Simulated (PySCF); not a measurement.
# CH5BrGe (Methylgermylbromide): the cost of one run

Computed with PySCF 2.14.0 and routines of our own; the level stands in each step. Atoms count from 0.

## 1. The system as given

8 atoms, charge 0, multiplicity 1; geometry from: GFN2-xTB.

## 2. Relaxing the molecule at PBE0-D3(BJ)/def2-SVP

What the job is given:

```
{"job": {"xc": "PBE0", "basis": "def2-SVP", "d3": "d3bj", "grid": 1, "maxiter": 30, "shake": 0.01, "kind": "geom"}, "charge": 0, "multiplicity": 1}
C     -1.047380     0.184780     0.053940
Ge     0.802910    -0.359390    -0.127600
Br     2.114760     1.337200     0.613780
H     -1.265740     0.440890     1.085260
H     -1.743470    -0.578640    -0.300050
H     -1.254250     1.109810    -0.545440
H      1.185040    -1.553440     0.722130
H      1.263260    -0.600340    -1.554490
```

On the command line:

```console
$ OMP_NUM_THREADS=1 python heavy_run.py task.json out
```

One launch serves the whole session: the jobs run in the order shown.

Q: Estimate the wall time and peak memory of this first job on 1 thread of AMD EPYC 9R45, shared host.

About 20 s, with a peak of 0.43 GiB.
